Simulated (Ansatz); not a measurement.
**C₂H₂ClFGe: basis-set convergence**

One table from this session's results is given with a row withheld; the runs are named, their logs left out.

Method: one geometry, several basis sets; program: Ansatz 0.2.0, Gaussian basis.

The runs, in order: PBE0-D4/def2-SVP; ωB97M-V/def2-SVP; PBE0-D4/def2-QZVPP; ωB97M-V/def2-QZVPP; the functionals' def2-TZVPP values are taken from earlier runs.

**The relaxed structure**

The geometry comes from an earlier relaxation with PBE0-D4 in a triple-zeta def2 set; it is a stationary point, not always the lowest conformer.

7 atoms, charge 0, spin multiplicity 1.

Atoms are counted from 1 here; the program's logs count them from 0.

Bond lengths: F1–Ge2 1.725 Å, Ge2–Cl3 2.118 Å, Ge2–C4 1.868 Å, Ge2–C5 1.868 Å, C4–C5 1.349 Å, C4–H6 1.085 Å, C5–H7 1.085 Å. Angles: F1–Ge2–Cl3 104.6°, F1–Ge2–C4 122.4°, F1–Ge2–C5 122.4°, Cl3–Ge2–C4 127.1°, Cl3–Ge2–C5 127.1°, C4–Ge2–C5 42.3°, Ge2–C4–C5 68.8°, Ge2–C4–H6 156.7°, C5–C4–H6 134.5°, Ge2–C5–C4 68.8°, Ge2–C5–H7 156.7°, C4–C5–H7 134.5°.

Set-up of the first run:

in.yaml reads:

```yaml
crystal:
  periodic: [false, false, false]
  atoms:
    - {symbol: F, position_ang: [-1.292633, -1.960109, -0.277572]}
    - {symbol: Ge, position_ang: [-0.036181, -0.868596, 0.176610]}
    - {symbol: Cl, position_ang: [1.341057, -2.061562, 1.255743]}
    - {symbol: C, position_ang: [-0.323302, 0.967698, 0.359976]}
    - {symbol: C, position_ang: [0.332775, 0.689121, -0.785378]}
    - {symbol: H, position_ang: [-0.677980, 1.879041, 0.830532]}
    - {symbol: H, position_ang: [0.717564, 1.286407, -1.605711]}
basis:
  gaussian: {orbitals: def2-SVP}
hamiltonian: {xc: pbe0, dispersion: d4}
output: {orbitals: {seedname: orbitals}}
```

Steps of the session up to this table: PBE0-D4 in def2-SVP; ωB97M-V in def2-SVP; PBE0-D4 in def2-QZVPP; ωB97M-V in def2-QZVPP.

One table of the session follows, with a row left open; its other results are not shown here.

It belongs to the step «Functionals by basis». 

```
functional       basis  HOMO (eV)
   PBE0-D4    def2-SVP          ?
   PBE0-D4  def2-TZVPP      -7.67
   PBE0-D4  def2-QZVPP      -7.70
   ωB97M-V    def2-SVP      -9.74
   ωB97M-V  def2-TZVPP      -9.80
   ωB97M-V  def2-QZVPP      -9.84
```

**Question.** Estimate the row for PBE0-D4, def2-SVP.

The run gave: HOMO (eV): -7.63. In the column «HOMO (eV)» it is the highest.
